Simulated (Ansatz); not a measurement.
**C₂H₉NSi₂: small, medium and large basis sets**

Aim: see how fast density functionals converge with the basis set for C₂H₉NSi₂.

Computed with Ansatz 0.2.0, Gaussian basis. Level: one geometry, several basis sets.

Plan: PBE0-D4/def2-SVP; ωB97M-V/def2-SVP; PBE0-D4/def2-QZVPP; ωB97M-V/def2-QZVPP; the functionals' def2-TZVPP values are taken from earlier runs.

## Step 1: Structure used throughout

An earlier PBE0-D4/def2-TZVP relaxation fixed the geometry.

SMILES `C=C[SiH2]N[SiH3]`, 14 atoms, charge 0, spin multiplicity 1.

Atoms are counted from 1 here; the program's logs count them from 0.

Bond lengths: C1–C2 1.331 Å, C1–H6 1.087 Å, C1–H7 1.087 Å, C2–Si3 1.858 Å, C2–H8 1.089 Å, Si3–N4 1.727 Å, Si3–H9 1.486 Å, Si3–H10 1.491 Å, N4–Si5 1.725 Å, N4–H11 1.011 Å, Si5–H12 1.483 Å, Si5–H13 1.489 Å, Si5–H14 1.490 Å. Angles: C2–C1–H6 121.4°, C2–C1–H7 122.5°, H6–C1–H7 116.1°, C1–C2–Si3 122.3°, C1–C2–H8 118.3°, Si3–C2–H8 119.4°, C2–Si3–N4 111.8°, C2–Si3–H9 111.5°, C2–Si3–H10 106.0°, N4–Si3–H9 105.8°, N4–Si3–H10 112.3°, H9–Si3–H10 109.5°, Si3–N4–Si5 129.5°, Si3–N4–H11 115.0°, Si5–N4–H11 115.5°, N4–Si5–H12 107.6°, N4–Si5–H13 111.4°, N4–Si5–H14 112.3° and more.

## Step 2: PBE0-D4 in def2-SVP

Contents of in.yaml:

```yaml
crystal:
  periodic: [false, false, false]
  atoms:
    - {symbol: C, position_ang: [-2.888223, -0.554073, -0.062069]}
    - {symbol: C, position_ang: [-1.746831, -0.111691, -0.584186]}
    - {symbol: Si, position_ang: [-0.093441, -0.779612, -0.063337]}
    - {symbol: N, position_ang: [0.923782, 0.456753, 0.584172]}
    - {symbol: Si, position_ang: [2.526514, 0.905919, 0.132734]}
    - {symbol: H, position_ang: [-2.899942, -1.333158, 0.696124]}
    - {symbol: H, position_ang: [-3.857727, -0.167278, -0.364746]}
    - {symbol: H, position_ang: [-1.793737, 0.672795, -1.338710]}
    - {symbol: H, position_ang: [0.650622, -1.352170, -1.215293]}
    - {symbol: H, position_ang: [-0.379719, -1.855313, 0.929216]}
    - {symbol: H, position_ang: [0.524722, 0.980090, 1.352104]}
    - {symbol: H, position_ang: [2.907658, 0.084117, -1.042049]}
    - {symbol: H, position_ang: [2.605706, 2.349672, -0.224817]}
    - {symbol: H, position_ang: [3.507517, 0.674748, 1.229755]}
basis:
  gaussian: {orbitals: def2-SVP}
hamiltonian: {xc: pbe0, dispersion: d4}
output: {orbitals: {seedname: orbitals}}
```

On the command line:

```console
$ ansatz run in.yaml --threads 4 --pin off --events-out ev --progress --plain --max-ram 10444MiB
```

After this run come: ωB97M-V in def2-SVP; PBE0-D4 in def2-QZVPP; ωB97M-V in def2-QZVPP.

Before running them: what should the planned runs give, taken together? Wanted: PBE0-D4: double and triple zeta above quadruple; ωB97M-V: double and triple zeta above quadruple.

The runs gave:

```
                                       quantity           value
PBE0-D4: double and triple zeta above quadruple  10.63, 0.77 eV
ωB97M-V: double and triple zeta above quadruple  10.84, 0.71 eV
```

**Reading.** For PBE0-D4 the step from double to triple zeta gains 9.86 eV and the next only 0.77 eV. These are total energies; as a rule much of such shifts cancels in differences, which this series doesn't test. The LUMO of ωB97M-V is positive and keeps falling with the basis (1.71 to 1.16 eV): an unbound level that the basis holds in place.
